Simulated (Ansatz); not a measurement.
**C6H7ClO2Zr: small, medium and large basis sets**

Aim: see how fast density functionals converge with the basis set for C6H7ClO2Zr.

Method: one geometry, several basis sets; program: Ansatz 0.2.0, Gaussian basis.

The runs, in order: PBE0-D4/def2-SVP; ωB97M-V/def2-SVP; PBE0-D4/def2-QZVPP; ωB97M-V/def2-QZVPP; the functionals' def2-TZVPP values are taken from earlier runs.

1 further run of the same task is left out (it didn't finish).

### Step 1. Structure used throughout

The geometry comes from an earlier relaxation with PBE0-D4 in a triple-zeta def2 set; it is a stationary point, not always the lowest conformer. Zr takes the def2 core potential; no spin-orbit term is included.

SMILES `[OH][Zr]([OH])([Cl])[c]1ccccc1`, 17 atoms, charge 0, spin multiplicity 1.

Atoms are counted from 1 here; the program's logs count them from 0.

Bond lengths: O1–Zr2 1.909 Å, O1–H11 0.953 Å, Zr2–O3 1.909 Å, Zr2–Cl4 2.372 Å, Zr2–C5 2.209 Å, O3–H12 0.953 Å, C5–C6 1.400 Å, C5–C10 1.400 Å, C6–C7 1.387 Å, C6–H13 1.087 Å, C7–C8 1.388 Å, C7–H14 1.085 Å, C8–C9 1.388 Å, C8–H15 1.084 Å, C9–C10 1.387 Å, C9–H16 1.085 Å, C10–H17 1.087 Å. Angles: Zr2–O1–H11 164.1°, O1–Zr2–O3 114.7°, O1–Zr2–Cl4 111.4°, O1–Zr2–C5 105.5°, O3–Zr2–Cl4 111.4°, O3–Zr2–C5 105.5°, Cl4–Zr2–C5 107.8°, Zr2–O3–H12 163.4°, Zr2–C5–C6 121.3°, Zr2–C5–C10 121.2°, C6–C5–C10 117.4°, C5–C6–C7 121.5°, C5–C6–H13 120.0°, C7–C6–H13 118.5°, C6–C7–C8 119.9°, C6–C7–H14 120.1°, C8–C7–H14 120.0°, C7–C8–C9 119.9° and more.

As a file:

```xyz
17
C6H7ClO2Zr
O     0.9747   -1.7467   -2.6461
Zr    1.7655   -0.7303   -1.2373
O     2.8192   -1.7484   -0.0135
Cl    2.9742    1.1265   -2.0850
C     0.0724    0.0486   -0.0508
C    -1.1623    0.3347   -0.6464
C    -2.2018    0.8998    0.0778
C    -2.0278    1.1909    1.4233
C    -0.8162    0.9149    2.0405
C     0.2183    0.3496    1.3092
H     0.8093   -2.3817   -3.3374
H     3.4100   -2.3920    0.3675
H    -1.3242    0.1111   -1.6979
H    -3.1493    1.1131   -0.4053
H    -2.8387    1.6320    1.9924
H    -0.6797    1.1400    3.0927
H     1.1564    0.1378    1.8161
```

### Step 2. PBE0-D4 in def2-SVP

File in.yaml:

```yaml
crystal:
  periodic: [false, false, false]
  atoms:
    - {symbol: O, position_ang: [0.974701, -1.746691, -2.646146]}
    - {symbol: Zr, position_ang: [1.765526, -0.730315, -1.237279]}
    - {symbol: O, position_ang: [2.819179, -1.748442, -0.013452]}
    - {symbol: Cl, position_ang: [2.974189, 1.126512, -2.084959]}
    - {symbol: C, position_ang: [0.072428, 0.048594, -0.050755]}
    - {symbol: C, position_ang: [-1.162302, 0.334746, -0.646408]}
    - {symbol: C, position_ang: [-2.201822, 0.899819, 0.077840]}
    - {symbol: C, position_ang: [-2.027845, 1.190945, 1.423283]}
    - {symbol: C, position_ang: [-0.816181, 0.914894, 2.040463]}
    - {symbol: C, position_ang: [0.218281, 0.349638, 1.309164]}
    - {symbol: H, position_ang: [0.809336, -2.381686, -3.337372]}
    - {symbol: H, position_ang: [3.410031, -2.392028, 0.367496]}
    - {symbol: H, position_ang: [-1.324192, 0.111103, -1.697866]}
    - {symbol: H, position_ang: [-3.149288, 1.113071, -0.405266]}
    - {symbol: H, position_ang: [-2.838717, 1.631960, 1.992448]}
    - {symbol: H, position_ang: [-0.679716, 1.140045, 3.092729]}
    - {symbol: H, position_ang: [1.156383, 0.137837, 1.816070]}
basis:
  gaussian: {orbitals: def2-SVP}
hamiltonian: {xc: pbe0, dispersion: d4}
output: {orbitals: {seedname: orbitals}}
```

Command:

```
ansatz run in.yaml --threads 4 --pin off --events-out ev --progress --plain --max-ram 66560MiB --backend cpu
```

The runs that follow: ωB97M-V in def2-SVP; PBE0-D4 in def2-QZVPP; ωB97M-V in def2-QZVPP.

Q: Predict the results of all the runs planned. Wanted: PBE0-D4: double and triple zeta above quadruple; ωB97M-V: double and triple zeta above quadruple.

The runs gave:

```
                                       quantity           value
PBE0-D4: double and triple zeta above quadruple  17.26, 1.00 eV
ωB97M-V: double and triple zeta above quadruple  17.54, 0.94 eV
```

For PBE0-D4 the step from double to triple zeta gains 16.26 eV and the next only 1.00 eV. Total energies overstate the basis error of differences, where much of it tends to cancel.
